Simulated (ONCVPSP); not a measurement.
# Ga: the cost of one run

Program: ONCVPSP 4.0.1.1 (patched build). Reference atom: PBEsol, scalar-relativistic, spherical and spin-unpolarised. All values are calculated.

**1. The design**

Typed settings, in words:

```json
{
  "element": "gallium (Ga, Z = 31)",
  "type": "optimised norm-conserving Vanderbilt (ONCV)",
  "frozen core": "[Ne]",
  "valence charge": "21",
  "reference configuration": "3s2 3p6 3d10 4s1.5 4p1.5",
  "partial waves": "3s+4s: rc 0.90 bohr, ncon 4, nbas 7, qcut 16.5 1/bohr, 2 projectors; 3p+4p: rc 1.20 bohr, ncon 4, nbas 8, qcut 9.1 1/bohr, 2 projectors; 3d: rc 1.40 bohr, ncon 4, nbas 8, qcut 11.8 1/bohr, 2 projectors, debl 3 Ha",
  "local potential": "polynomial inside 0.70 bohr (lpopt 5, dvloc0 1 Ha)",
  "core correction": "not asked for"
}
```

**2. Generation**

The input, Ga.dat:

```
# ATOM AND REFERENCE CONFIGURATION
# atsym  z   nc   nv     iexc    psfile
  Ga 31.00    3    5  -116133      upf
#
#   n    l    f
    1    0    2.00
    2    0    2.00
    2    1    6.00
    3    0    2.00
    3    1    6.00
    3    2   10.00
    4    0    1.50
    4    1    1.50
#
# PSEUDOPOTENTIAL AND OPTIMIZATION
# lmax
    2
#
#   l,   rc,      ep,       ncon, nbas, qcut
    0    0.90    0.00    4    7   16.50
    1    1.20    0.00    4    8    9.10
    2    1.40    0.00    4    8   11.80
#
# LOCAL POTENTIAL
# lloc, lpopt,  rc(5),   dvloc0
    4    5    0.70    1.00
#
# VANDERBILT-KLEINMAN-BYLANDER PROJECTORs
# l, nproj, debl
    0    2    3.20
    1    2    2.70
    2    2    3.00
#
# MODEL CORE CHARGE
# icmod, fcfact, rcfact
    0    0.00    0.00
#
# LOG DERIVATIVE ANALYSIS
# epsh1, epsh2, depsh
   -7.00    5.00    0.04
#
# OUTPUT GRID
# rlmax, drl
    6.00    0.01
#
# TEST CONFIGURATIONS
# ncnf
    4
# nvcnf
#   n    l    f
    5
    3    0    2.00
    3    1    6.00
    3    2   10.00
    4    0    2.00
    4    1    1.00
#
    5
    3    0    2.00
    3    1    6.00
    3    2   10.00
    4    0    2.00
    4    1    0.00
#
    5
    3    0    2.00
    3    1    6.00
    3    2   10.00
    4    0    1.00
    4    1    0.00
#
    5
    3    0    1.00
    3    1    6.00
    3    2   10.00
    4    0    2.00
    4    1    1.00
#
```

The run is started by

```console
$ oncvpsp.x < Ga.dat > Ga.out
```

**Question.** How long does this run take on 1 thread of Neoverse-V1, shared host?

About 4.8 s.
